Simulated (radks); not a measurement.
# Taking charge from the 5s level of Pt⁺ in fractions

The task here is to estimate one member of a computed series from the others.

Method: scalar-relativistic Kohn-Sham, PBE, spin-polarised, spherical densities, point nucleus; open shells are filled with parallel spins first. Code: radks (a radial shooting solver on a logarithmic mesh, Libxc functionals) version 1.

## What is computed

* element: platinum (Z = 78)
* charge: +1
* electrons: 77
* configuration: [Kr] 4d10 4f14 5s(up 1, down 1) 5p6 5d9

A shell typed twice in an input gives spin up, then spin down.

Set-up of the first run:

The run's settings:

```text
Z 78
configuration [Kr] 4d10 4f14 5s1 5s1 5p6 5d9
relativity scalar-relativistic
functional pbe,pbe
spin polarised
nucleus point
c 137.035999084
```

Among the steps run: Start: [Kr] 4d10 4f14 5s(up 1, down 1) 5p6 5d9.

One table of the session follows, with a row left open; its other results are not shown here.

It belongs to the step «Start: [Kr] 4d10 4f14 5s(up 1, down 1) 5p6 5d9». From the orbitals of this run (lengths in bohr):

| level | <r> | outermost maximum (interpolated) | 90 % within | nodes |
| --- | --- | --- | --- | --- |
| 5s up | 0.9535 | 0.869 | 1.36 | 4 |
| 5s down | 0.9524 | 0.869 | 1.36 | 4 |
| 4f up | 0.5164 | 0.385 | 0.834 | 0 |
| 4f down | 0.5160 | 0.385 | 0.833 | 0 |
| 5p up | 1.106 | 0.979 | 1.61 | 3 |
| 5p down | ? | ? | ? | ? |
| 5d up | 1.641 | 1.26 | 2.58 | 2 |
| 5d down | 1.651 | 1.26 | 2.60 | 2 |

Q: Estimate the row for 5p down from the others.

As computed: <r>: 1.105; outermost maximum (interpolated): 0.978; 90 % within: 1.61; nodes: 3. In the column «<r>» it lies between 5s up (0.9535) and 5p up (1.106).
